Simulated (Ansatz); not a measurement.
# AlAu₂, space group I4/mmm: a charge-density difference against the sublattices

Program: the Ansatz DFT code, driven from Python.

At the Python prompt:
```pycon
>>> from dataclasses import dataclass
>>> import ansatz
>>> import numpy as np
>>> @dataclass(frozen=True)
... class Settings:
...     functional: str = "LDA"
...     tolerance: float = 1e-10
...     cutoff: int = 460
...     mesh: tuple[int, ...] = (12, 12, 12)
...
>>> settings = Settings()
>>> vectors0 = np.array([
...     [-1.671514, 1.671514, 4.399075],
...     [1.671514, -1.671514, 4.399075],
...     [1.671514, 1.671514, -4.399075],
... ])
>>> sites = [
...     ("Al", (0.0, 0.0, 0.0)),
...     ("Au", (0.656273, 0.656273, 0.0)),
...     ("Au", (0.343727, 0.343727, 0.0)),
... ]
>>> def build(cell):
...     crystal = ansatz.Crystal(lattice=ansatz.Lattice.of(cell))
...     for symbol, position in sites:
...         crystal = crystal.atom(symbol, position)
...     return crystal
...
>>> # one cutoff and one grid for all runs, so that the fields can be subtracted
>>> def solve(crystal):
...     return (
...         crystal.calculation()
...         .functional(settings.functional)
...         .scf(tolerance=settings.tolerance)
...         .occupations(ansatz.OccupationsMethod.FERMI_DIRAC, width=50 * ansatz.meV)
...         .basis(settings.cutoff, grid_basis="typed")
...         .kpoints(*settings.mesh)
...         .density()
...         .run(threads=1)
...     )
...
>>> whole = solve(build(vectors0))
>>> difference = whole.density().channels[0].density_e_per_ang3.copy()
>>> binding = whole.report["free_energy_ev"]
>>> for element in ["Al", "Au"]:
...     part = ansatz.Crystal(lattice=ansatz.Lattice.of(vectors0))
...     for symbol, position in sites:
...         if symbol == element:
...             part = part.atom(symbol, position)
...     alone = solve(part)
...     difference -= alone.density().channels[0].density_e_per_ang3
...     binding -= alone.report["free_energy_ev"]
...     print(f"{element} sublattice: {alone.report['n_electrons']:g} electrons, {alone.report['n_iterations']} iterations")
...
Al sublattice: 3 electrons, 7 iterations
Au sublattice: 38 electrons, 8 iterations
>>> voxel = abs(np.linalg.det(vectors0)) / difference.size
>>> print(f"energy of the crystal less its unpolarised sublattices: {binding / len(sites):.4f} eV/atom")
energy of the crystal less its unpolarised sublattices: -1.4428 eV/atom
>>> print(f"net charge of the difference {difference.sum() * voxel:.5f} e, charge rearranged {0.5 * np.abs(difference).sum() * voxel:.3f} e")
net charge of the difference -0.00000 e, charge rearranged 0.473 e
>>> print(f"extremes {difference.min():.4f} and {difference.max():.4f} e/A^3")
extremes -0.1113 and 0.1099 e/A^3
>>> for (symbol, position) in sites:
...     index = tuple(int(round(p * n)) % n for p, n in zip(position, difference.shape))
...     print(f"  change of the pseudo-density at the grid point nearest {symbol}: {difference[index]:+.4f} e/A^3")
...
  change of the pseudo-density at the grid point nearest Al: -0.0340 e/A^3
  change of the pseudo-density at the grid point nearest Au: +0.0046 e/A^3
  change of the pseudo-density at the grid point nearest Au: +0.0046 e/A^3
>>> profile = difference.mean(axis=(0, 1))
>>> print("planar mean along the third vector:", np.round(profile[:: max(len(profile) // 12, 1)], 4))
planar mean along the third vector: [-0.0026 -0.0026 -0.0038 -0.003   0.0016  0.0056  0.007   0.0056  0.0016
 -0.003  -0.0038 -0.0026]
```

Notes:
- Spin-orbit coupling, which matters for elements this heavy, is left out.
- The fields are valence quantities on the plane-wave grid; their values near the nuclei depend on the potentials.
- This cell is a computed structure, which may not be the phase found in nature.
- Charge moved counts every rearrangement, bonding and polarisation too, and is no transfer between atoms; the bare sublattices are artificial references. Values near the nuclei depend on the potentials.
- Wall time of the script: 22 s on 1 thread of Arm Neoverse V2, with other jobs on the host, peak memory 0.52 GiB.
